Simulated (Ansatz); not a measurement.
**CH3BFNO: small, medium and large basis sets**

How large a basis does CH3BFNO need? Two functionals are run in growing sets.

The runs use Ansatz 0.2.0, Gaussian basis; one geometry, several basis sets.

Levels to be run: PBE0-D4/def2-SVP; ωB97M-V/def2-SVP; PBE0-D4/def2-QZVPP; ωB97M-V/def2-QZVPP; the functionals' def2-TZVPP values are taken from earlier runs.

**1. The geometry**

An earlier PBE0-D4/def2-TZVP relaxation fixed the geometry.

8 atoms, charge 0, spin multiplicity 1.

Atoms are counted from 1 here; the program's logs count them from 0.

Bond lengths: N1–C2 1.313 Å, N1–H6 1.007 Å, N1–H7 1.008 Å, C2–B4 1.559 Å, C2–H8 1.086 Å, O3–B4 1.279 Å, B4–F5 1.336 Å. Angles: C2–N1–H6 120.6°, C2–N1–H7 122.1°, H6–N1–H7 116.3°, N1–C2–B4 126.0°, N1–C2–H8 114.3°, B4–C2–H8 117.4°, C2–B4–O3 92.5°, C2–B4–F5 130.9°, O3–B4–F5 136.5°.

**2. PBE0-D4 in def2-SVP**

Input file in.yaml:

```yaml
crystal:
  periodic: [false, false, false]
  atoms:
    - {symbol: N, position_ang: [0.326722, 0.440546, 1.112636]}
    - {symbol: C, position_ang: [-0.216423, -0.375565, 0.239001]}
    - {symbol: O, position_ang: [-0.978011, 0.379009, -1.519141]}
    - {symbol: B, position_ang: [0.035801, -0.369169, -1.299865]}
    - {symbol: F, position_ang: [1.014421, -0.912926, -2.028328]}
    - {symbol: H, position_ang: [1.164077, 0.952065, 0.885412]}
    - {symbol: H, position_ang: [-0.149863, 0.715946, 1.956744]}
    - {symbol: H, position_ang: [-1.104424, -0.887107, 0.597641]}
basis:
  gaussian: {orbitals: def2-SVP}
hamiltonian: {xc: pbe0, dispersion: d4}
output: {orbitals: {seedname: orbitals}}
```

Launch:

```console
$ ansatz run in.yaml --threads 2 --pin off --events-out ev --progress --plain --max-ram 4352MiB
```

After this run come: ωB97M-V in def2-SVP; PBE0-D4 in def2-QZVPP; ωB97M-V in def2-QZVPP.

Before running them: what should the planned runs give, taken together? Wanted: PBE0-D4: double and triple zeta above quadruple; ωB97M-V: double and triple zeta above quadruple.

The runs gave:

| quantity | value |
| --- | --- |
| PBE0-D4: double and triple zeta above quadruple | 9.88, 0.44 eV |
| ωB97M-V: double and triple zeta above quadruple | 10.11, 0.42 eV |

In words: PBE0-D4 gains 9.44 eV from double to triple zeta, then 0.44 eV more. These are total energies; as a rule much of such shifts cancels in differences, which this series doesn't test. The LUMO of ωB97M-V is positive and keeps falling with the basis (1.34 to 0.79 eV): an unbound level that the basis holds in place.
